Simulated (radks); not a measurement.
# O²⁺ with its nuclear charge varied continuously

One table from this session's results is given with a row withheld; the runs are named, their logs left out.

Program: radks (a radial shooting solver on a logarithmic mesh, Libxc functionals) version 1. Level of theory: scalar-relativistic Kohn-Sham, r2SCAN, spin-polarised, spherical densities, finite nucleus; open shells are filled with parallel spins first. These are calculated values, not measurements, unless marked.

## The atom as given

| Item | Value |
| --- | --- |
| element | oxygen (Z = 8) |
| charge | +2 |
| electrons | 6 |
| configuration | [He] 2s2 2p2 |
| nuclear rms radius | 2.6991 fm |

The outer shells:

O²⁺
```
[He] core
2s [↑↓]
2p [↑ ][↑ ][  ]
```

The first run:

Input:

```text
Z 8
configuration [He] 2s2 2p2
relativity scalar-relativistic
functional r2scan,r2scan
spin polarised
nucleus finite rms 2.6991 fm
c 137.035999084
```

Among the steps run: Z = 8.

One of the session's tables, all rows but one given; the rest of the session is left out.

It belongs to the step «Z = 8». From the orbitals of this run (lengths in bohr):

```
  level     <r>  outermost maximum (interpolated)  90 % within
  1s up  0.1994                             0.129        0.357
1s down       ?                                 ?            ?
  2s up   1.016                             0.826         1.59
2s down   1.050                             0.844         1.65
  2p up  0.9855                             0.739         1.63
2p down   1.040                             0.775         1.73
```

**Question.** Estimate the row for 1s down.

**Answer.** <r>: 0.1984; outermost maximum (interpolated): 0.129; 90 % within: 0.355. In the column «<r>» it is the lowest.

Limits of these values: At Z = 8 the central difference of E is -20.743 hartree, against -20.742 from the Hellmann-Feynman theorem; the scalar-relativistic energy here is not variational, so the two differ by a part that grows with Z.
